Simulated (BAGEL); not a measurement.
**CH4FGeN (SMILES N=[C](F)[GeH3]), step by step**

Wanted: a single-point energy (HF/6-31G*), then a single-point energy (NEVPT2(2,2)/6-31G*), then a single-point energy (CASPT2(2,2)/6-31G*) of CH4FGeN. 

Program for the calculation: BAGEL 1.2.2.

1 further run of the same task is left out (set aside as unsound or not needed).

**1. The system as given**

CH4FGeN: 8 atoms, total charge 0, spin state singlet. SMILES: `N=[C](F)[GeH3]`. The Ge4–H6 distance was set to 4.289 Å, away from the relaxed value. At this shape a bond of the SMILES string is far longer than usual.

Bond lengths: N1–C2 1.246 Å, C2–F3 1.346 Å, C2–Ge4 1.978 Å, N1–H5 1.016 Å, Ge4–H7 1.534 Å, Ge4–H8 1.532 Å. Angles: N1–C2–F3 117.4°, N1–C2–Ge4 131.1°, F3–C2–Ge4 111.5°, C2–N1–H5 111.2°, C2–Ge4–H7 106.6°, C2–Ge4–H8 108.9°, H7–Ge4–H8 111.0°.

**2. The energy at HF/6-31G(d) (density fitting with svp-jkfit, spherical functions) (run 1)**

The input, input.json:

```json
{ "bagel": [

{
  "title": "molecule",
  "basis": "6-31gs.json",
  "df_basis": "svp-jkfit",
  "angstrom": "true",
  "geometry": [
    { "atom": "N", "xyz": [    3.239226,   -1.776940,   -1.690926 ] },
    { "atom": "C", "xyz": [    2.251426,   -1.971940,   -0.956826 ] },
    { "atom": "F", "xyz": [    2.480726,   -2.126340,    0.359974 ] },
    { "atom": "Ge", "xyz": [    0.323426,   -2.103040,   -1.377926 ] },
    { "atom": "H", "xyz": [    2.960526,   -1.673840,   -2.662326 ] },
    { "atom": "H", "xyz": [   -1.766200,    1.006900,    0.710300 ] },
    { "atom": "H", "xyz": [    0.193626,   -1.927640,   -2.896326 ] },
    { "atom": "H", "xyz": [   -0.187374,   -3.478840,   -0.938726 ] }
  ]
},
{
  "title": "hf"
},
{
  "title": "print",
  "file": "orbitals.molden",
  "orbitals": "true"
}

]}
```

The basis set 6-31G* is read from a file made from the Basis Set Exchange's data (not shown).

Run with:

```
$ BAGEL_NUM_THREADS=1 BAGEL input.json > input.out
```

Standard output:

```text
* using 1 threads per process

  ===============================================================
  ===============================================================

  *** Geometry ***

  { "atom" : "N", "xyz" : [      6.121250,     -3.357930,     -3.195387 ] },
  { "atom" : "C", "xyz" : [      4.254579,     -3.726427,     -1.808139 ] },
  { "atom" : "F", "xyz" : [      4.687893,     -4.018200,      0.680252 ] },
  { "atom" : "Ge", "xyz" : [      0.611187,     -3.974170,     -2.603903 ] },
  { "atom" : "H", "xyz" : [      5.594583,     -3.163099,     -5.031067 ] },
  { "atom" : "H", "xyz" : [     -3.337634,      1.902765,      1.342272 ] },
  { "atom" : "H", "xyz" : [      0.365900,     -3.642712,     -5.473263 ] },
  { "atom" : "H", "xyz" : [     -0.354086,     -6.574055,     -1.773935 ] },

  Number of auxiliary basis functions:      567

  Since a DF basis is specified, we compute 2- and 3-index integrals:
    o Being stored without compression. Storage requirement is 0.031 GB

  Number of basis functions:       82
  Number of electrons      :       58

    * METHOD: MOLECULE                             0.41

  *** RHF ***

  === Nuclear Repulsion ===
   249.2108832601

      * DIIS with orbital gradients will be used.

  === RHF iteration (6-31gs.json) ===
      0      -2268.57465167          0.02112781           0.14
      1      -2268.59543001          0.01889496           0.14
      2      -2268.83760482          0.00450381           0.13
      3      -2268.85773239          0.00166439           0.14
      4      -2268.86146807          0.00041760           0.13
      5      -2268.86167441          0.00017068           0.13
      6      -2268.86172610          0.00009002           0.13
      7      -2268.86173879          0.00003116           0.14
      8      -2268.86173968          0.00001244           0.14
      9      -2268.86173978          0.00000841           0.14
     10      -2268.86173984          0.00000322           0.13
     11      -2268.86173985          0.00000126           0.13
     12      -2268.86173985          0.00000059           0.13
     13      -2268.86173985          0.00000031           0.13
     14      -2268.86173985          0.00000013           0.13
     15      -2268.86173985          0.00000008           0.12
     16      -2268.86173985          0.00000005           0.14
     17      -2268.86173985          0.00000002           0.13
     18      -2268.86173985          0.00000001           0.13
    * SCF iteration converged.

    * Permanent dipole moment:
           (    0.422150,     0.865200,     1.317369) a.u.

    * METHOD: HF                                   2.88

    * METHOD: PRINT                                0.02

  ===============================================================
```

It took 3.6 s on 1 thread of Arm Neoverse V1, shared host; peak memory 0.15 GiB.

**3. A single-point energy at NEVPT2(2,2)/6-31G(d) (density fitting with svp-jkfit, spherical functions) (run 2)**

The input, calc.json:

```json
{ "bagel" : [

{
  "title" : "molecule",
  "basis" : "6-31gs.json",
  "df_basis" : "svp-jkfit",
  "angstrom" : "true",
  "geometry" : [
    { "atom" : "N", "xyz" : [       3.239226,      -1.776940,      -1.690926 ] },
    { "atom" : "C", "xyz" : [       2.251426,      -1.971940,      -0.956826 ] },
    { "atom" : "F", "xyz" : [       2.480726,      -2.126340,       0.359974 ] },
    { "atom" : "Ge", "xyz" : [       0.323426,      -2.103040,      -1.377926 ] },
    { "atom" : "H", "xyz" : [       2.960526,      -1.673840,      -2.662326 ] },
    { "atom" : "H", "xyz" : [      -1.766200,       1.006900,       0.710300 ] },
    { "atom" : "H", "xyz" : [       0.193626,      -1.927640,      -2.896326 ] },
    { "atom" : "H", "xyz" : [      -0.187374,      -3.478840,      -0.938726 ] }
  ]
},

{ "title" : "hf" },

{ "title" : "nevpt2", "nstate" : 1, "nact" : 2, "nclosed" : 28, "active" : [29, 30], "maxiter" : 200, "natocc" : "true", "ncore" : 12 },

{ "title" : "print", "file" : "orbitals.molden", "orbitals" : "true" }

]}
```

The basis set 6-31G* is read from a file made from the Basis Set Exchange's data (not shown).

Run with:

```
$ BAGEL_NUM_THREADS=1 BAGEL calc.json > calc.out
```

Standard output:

```text
* using 1 threads per process

  ===============================================================
  ===============================================================

  *** Geometry ***

  { "atom" : "N", "xyz" : [      6.121250,     -3.357930,     -3.195387 ] },
  { "atom" : "C", "xyz" : [      4.254579,     -3.726427,     -1.808139 ] },
  { "atom" : "F", "xyz" : [      4.687893,     -4.018200,      0.680252 ] },
  { "atom" : "Ge", "xyz" : [      0.611187,     -3.974170,     -2.603903 ] },
  { "atom" : "H", "xyz" : [      5.594583,     -3.163099,     -5.031067 ] },
  { "atom" : "H", "xyz" : [     -3.337634,      1.902765,      1.342272 ] },
  { "atom" : "H", "xyz" : [      0.365900,     -3.642712,     -5.473263 ] },
  { "atom" : "H", "xyz" : [     -0.354086,     -6.574055,     -1.773935 ] },

  Number of auxiliary basis functions:      567

  Since a DF basis is specified, we compute 2- and 3-index integrals:
    o Being stored without compression. Storage requirement is 0.031 GB

  Number of basis functions:       82
  Number of electrons      :       58

    * METHOD: MOLECULE                             0.40

  *** RHF ***

  === Nuclear Repulsion ===
   249.2108832601

      * DIIS with orbital gradients will be used.

  === RHF iteration (6-31gs.json) ===
      0      -2268.57465167          0.02112781           0.14
      1      -2268.59543001          0.01889496           0.13
      2      -2268.83760482          0.00450381           0.14
      3      -2268.85773239          0.00166439           0.13
      4      -2268.86146807          0.00041760           0.12
      5      -2268.86167441          0.00017068           0.13
      6      -2268.86172610          0.00009002           0.14
      7      -2268.86173879          0.00003116           0.14
      8      -2268.86173968          0.00001244           0.14
      9      -2268.86173978          0.00000841           0.13
     10      -2268.86173984          0.00000322           0.14
     11      -2268.86173985          0.00000126           0.14
     12      -2268.86173985          0.00000059           0.14
     13      -2268.86173985          0.00000031           0.13
     14      -2268.86173985          0.00000013           0.14
     15      -2268.86173985          0.00000008           0.13
     16      -2268.86173985          0.00000005           0.13
     17      -2268.86173985          0.00000002           0.13
     18      -2268.86173985          0.00000001           0.14
    * SCF iteration converged.

    * Permanent dipole moment:
           (    0.422150,     0.865200,     1.317369) a.u.

    * METHOD: HF                                   2.91

    * freezing 12 orbitals
  ---------------------------
      CASSCF calculation
  ---------------------------

    ==== Active orbitals : =====
         Orbital 29
         Orbital 30
    ============================

    * nstate   :      1
    * nclosed  :     28
    * nact     :      2
    * nvirt    :     52
  === CASSCF iteration (6-31gs.json) ===

    * Using the second-order algorithm

      0  0     -2268.98729183     5.65e-03      0.04

      1  0     -2269.00607696     2.96e-04      0.69

      2  0     -2269.00612535     4.63e-05      0.70

      3  0     -2269.00612617     7.97e-06      0.68

      4  0     -2269.00612620     1.38e-06      0.69

      5  0     -2269.00612620     2.38e-07      0.66

      6  0     -2269.00612620     4.12e-08      0.56

      7  0     -2269.00612620     7.11e-09      0.51

    * Second-order optimization converged. *

     guess   0:   closed 1.                   open ..

  === FCI iteration ===

      0  0     -2268.84276165     9.25e-02      0.00
      1  0     -2269.00491012     1.05e-02      0.00
      2  0 *   -2269.00612620     4.98e-16      0.00

     * ci vector, state   0, <S^2> = 0.0000
       2.     0.7483085283
       .2    -0.6633508472

  === DF-NEVPT2 calculation ===

    * 3-index integral transformation done
    * assembly done

      NEVPT2 correlation energy:   -0.6849857762      0.21

          (+0)     -0.6562751117
          (+0)'    -0.0031729137
          (+1)     -0.0079961801
          (+1)'    -0.0000000000
          (+2)     -0.0000085786
          (-1)     -0.0175227453
          (-1)'     0.0000000000
          (-2)     -0.0000102468

      NEVPT2 total energy:       -2269.6911119746

    * METHOD: NEVPT2                               5.26

    * METHOD: PRINT                                0.01

  ===============================================================
```

Run time: 8.7 s. Hardware: 1 thread of Arm Neoverse V1, shared host; peak memory 0.15 GiB.

**4. A single-point energy at CASPT2(2,2)/6-31G(d) (density fitting with svp-jkfit, spherical functions) (run 3)**

The input, job.json:

```json
{ "bagel" : [

{
  "title" : "molecule",
  "basis" : "6-31gs.json",
  "df_basis" : "svp-jkfit",
  "angstrom" : true,
  "geometry" : [
    { "atom" : "N", "xyz" : [    3.239226,   -1.776940,   -1.690926 ] },
    { "atom" : "C", "xyz" : [    2.251426,   -1.971940,   -0.956826 ] },
    { "atom" : "F", "xyz" : [    2.480726,   -2.126340,    0.359974 ] },
    { "atom" : "Ge", "xyz" : [    0.323426,   -2.103040,   -1.377926 ] },
    { "atom" : "H", "xyz" : [    2.960526,   -1.673840,   -2.662326 ] },
    { "atom" : "H", "xyz" : [   -1.766200,    1.006900,    0.710300 ] },
    { "atom" : "H", "xyz" : [    0.193626,   -1.927640,   -2.896326 ] },
    { "atom" : "H", "xyz" : [   -0.187374,   -3.478840,   -0.938726 ] }
  ]
},
{
  "title" : "hf"
},
{
  "title" : "casscf",
  "nstate" : 1,
  "nact" : 2,
  "nclosed" : 28,
  "active" : [29, 30],
  "maxiter" : 200,
  "natocc" : true
},
{
  "title" : "print",
  "file" : "orbitals.molden",
  "orbitals" : true
},
{
  "title" : "smith",
  "method" : "caspt2",
  "ms" : true,
  "xms" : true,
  "sssr" : true,
  "shift" : 0.2,
  "shift_imag" : true,
  "ncore" : 12
}

]}
```

The basis set 6-31G* is read from a file made from the Basis Set Exchange's data (not shown).

Run with:

```
$ BAGEL_NUM_THREADS=1 BAGEL job.json > job.out
```

Standard output:

```text
* using 1 threads per process

  ===============================================================
  ===============================================================

  *** Geometry ***

  { "atom" : "N", "xyz" : [      6.121250,     -3.357930,     -3.195387 ] },
  { "atom" : "C", "xyz" : [      4.254579,     -3.726427,     -1.808139 ] },
  { "atom" : "F", "xyz" : [      4.687893,     -4.018200,      0.680252 ] },
  { "atom" : "Ge", "xyz" : [      0.611187,     -3.974170,     -2.603903 ] },
  { "atom" : "H", "xyz" : [      5.594583,     -3.163099,     -5.031067 ] },
  { "atom" : "H", "xyz" : [     -3.337634,      1.902765,      1.342272 ] },
  { "atom" : "H", "xyz" : [      0.365900,     -3.642712,     -5.473263 ] },
  { "atom" : "H", "xyz" : [     -0.354086,     -6.574055,     -1.773935 ] },

  Number of auxiliary basis functions:      567

  Since a DF basis is specified, we compute 2- and 3-index integrals:
    o Being stored without compression. Storage requirement is 0.031 GB

  Number of basis functions:       82
  Number of electrons      :       58

    * METHOD: MOLECULE                             0.40

  *** RHF ***

  === Nuclear Repulsion ===
   249.2108832601

      * DIIS with orbital gradients will be used.

  === RHF iteration (6-31gs.json) ===
      0      -2268.57465167          0.02112781           0.14
      1      -2268.59543001          0.01889496           0.14
      2      -2268.83760482          0.00450381           0.14
      3      -2268.85773239          0.00166439           0.13
      4      -2268.86146807          0.00041760           0.13
      5      -2268.86167441          0.00017068           0.13
      6      -2268.86172610          0.00009002           0.13
      7      -2268.86173879          0.00003116           0.13
      8      -2268.86173968          0.00001244           0.13
      9      -2268.86173978          0.00000841           0.13
     10      -2268.86173984          0.00000322           0.14
     11      -2268.86173985          0.00000126           0.14
     12      -2268.86173985          0.00000059           0.14
     13      -2268.86173985          0.00000031           0.13
     14      -2268.86173985          0.00000013           0.14
     15      -2268.86173985          0.00000008           0.13
     16      -2268.86173985          0.00000005           0.13
     17      -2268.86173985          0.00000002           0.13
     18      -2268.86173985          0.00000001           0.13
    * SCF iteration converged.

    * Permanent dipole moment:
           (    0.422150,     0.865200,     1.317369) a.u.

    * METHOD: HF                                   2.89

  ---------------------------
      CASSCF calculation
  ---------------------------

    ==== Active orbitals : =====
         Orbital 29
         Orbital 30
    ============================

    * nstate   :      1
    * nclosed  :     28
    * nact     :      2
    * nvirt    :     52
  === CASSCF iteration (6-31gs.json) ===

    * Using the second-order algorithm

      0  0     -2268.98729183     5.65e-03      0.04

      1  0     -2269.00607696     2.96e-04      0.70

      2  0     -2269.00612535     4.63e-05      0.73

      3  0     -2269.00612617     7.97e-06      0.66

      4  0     -2269.00612620     1.38e-06      0.68

      5  0     -2269.00612620     2.38e-07      0.68

      6  0     -2269.00612620     4.12e-08      0.58

      7  0     -2269.00612620     7.11e-09      0.58

    * Second-order optimization converged. *

     guess   0:   closed 1.                   open ..

  === FCI iteration ===

      0  0     -2268.84276165     9.25e-02      0.00
      1  0     -2269.00491012     1.05e-02      0.00
      2  0 *   -2269.00612620     4.98e-16      0.00

     * ci vector, state   0, <S^2> = 0.0000
       2.     0.7483085283
       .2    -0.6633508472

    * METHOD: CASSCF                               4.95

    * METHOD: PRINT                                0.01

  === SMITH program ===

    * freezing 12 orbitals

    * Approximate memory requirement for SMITH calulation per MPI process:
      o Storage requirement for T-amplitude, lambda, and residual is 0.03 GB
      o Storage requirement for MO integrals is 0.01 GB
    * Calculating and saving rdm4f

    * Zeroth order energy : state  0       -0.3607696576

    * CASPT2 iteration is performed using orthogonal basis

      -------------------------------------------  CASPT2 iteration  ---------------------------------------------------
       #      aibj      arbs      arbi      airj      risj      airs      arst      rist         Etot      error   time
      ------------------------------------------------------------------------------------------------------------------

       0  -0.65400  -0.00002  -0.01925  -0.00889  -0.00002  -0.00308   0.00000   0.00000   -0.6852450  0.0002534   0.12
       1  -0.65400  -0.00002  -0.01926  -0.00889  -0.00002  -0.00311  -0.00000  -0.00000   -0.6852955  0.0000295   0.10
       2  -0.65400  -0.00002  -0.01926  -0.00889  -0.00002  -0.00311  -0.00000  -0.00000   -0.6852961  0.0000026   0.10
       3  -0.65400  -0.00002  -0.01926  -0.00889  -0.00002  -0.00311  -0.00000  -0.00000   -0.6852961  0.0000003   0.11

      ------------------------------------------------------------------------------------------------------------------

    * CASPT2 energy : state  0    -2269.6943726126
        w/o shift correction      -2269.6914223385
        reference weight              0.8402804202

    * METHOD: SMITH                                0.80

  ===============================================================
```

It took 9.3 s on 1 thread of Arm Neoverse V1, shared host; peak memory 0.21 GiB.

**5. Results**

```
                               quantity           value
         run 1, HF/6-31G*: total energy  -2268.86174 Eh
        run 1, HF/6-31G*: dipole moment          4.15 D
          run 1, HF/6-31G*: HOMO energy        -7.19 eV
          run 1, HF/6-31G*: LUMO energy        -2.73 eV
        run 1, HF/6-31G*: HOMO–LUMO gap         4.46 eV
run 2, NEVPT2(2,2)/6-31G*: total energy  -2269.69111 Eh
run 3, CASPT2(2,2)/6-31G*: total energy  -2269.69437 Eh
```

In words: One bond (run 1, HF/6-31G*) is far stretched, which a spin-restricted single reference describes badly; a broken-symmetry solution may lie lower.
